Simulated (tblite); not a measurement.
# C7H7BrSSi: the cost of one run

Programs: tblite 0.8.0 and PySCF 2.14.0, with density-fitted response routines of our own. Each step states its level of theory. These are calculated values for one molecule in the gas phase, unless marked as measured. Atoms count from 0, in the outputs and in this text.

## (1) Starting geometry

17 atoms, charge 0, multiplicity 1; geometry from: force field or distance geometry start.

Bonds of the start (Å): C0–C1 1.20, C1–Si2 1.82, Si2–C3 1.88, Si2–Br4 2.27, Si2–C5 1.84, C5–C6 1.36, C6–C7 1.36, C7–C8 1.37, C8–S9 1.91, S9–C5 1.72, C0–H10 1.06, C3–H11 1.08, C3–H12 1.13, C3–H13 1.10, C6–H14 1.12, C7–H15 1.10, C8–H16 1.09.

## (2) Geometry optimisation with GFN2-xTB

What the job is given:

```
{"job": {"kind": "relax", "xc": "GFN2-xTB", "basis": "xTB"}, "charge": 0, "multiplicity": 1}
C     -2.661000     2.070800    -0.757300
C     -2.072400     1.143600    -0.275800
Si    -1.175000    -0.250600     0.479600
C     -1.737800    -1.884100    -0.262800
Br    -1.554200    -0.420900     2.710000
C      0.622100    -0.091900     0.125100
C      1.415900     0.920400     0.556300
C      2.729000     0.858600     0.203700
C      3.072800    -0.232300    -0.556700
S      1.485900    -1.258000    -0.803700
H     -3.195000     2.883700    -1.178000
H     -1.209600    -2.137000    -1.171500
H     -1.453900    -2.655500     0.519800
H     -2.839600    -1.879800    -0.345100
H      1.016600     1.759500     1.176800
H      3.468300     1.615300     0.499700
H      4.080600    -0.430000    -0.930000
```

Launch:

```
$ OMP_NUM_THREADS=1 python probes_run.py task.json out
```

The driver reads the jobs from task.json and runs them one after another.

**Question.** How long does this first job take on 1 thread of Arm Neoverse N1, shared host?

About 3 s.
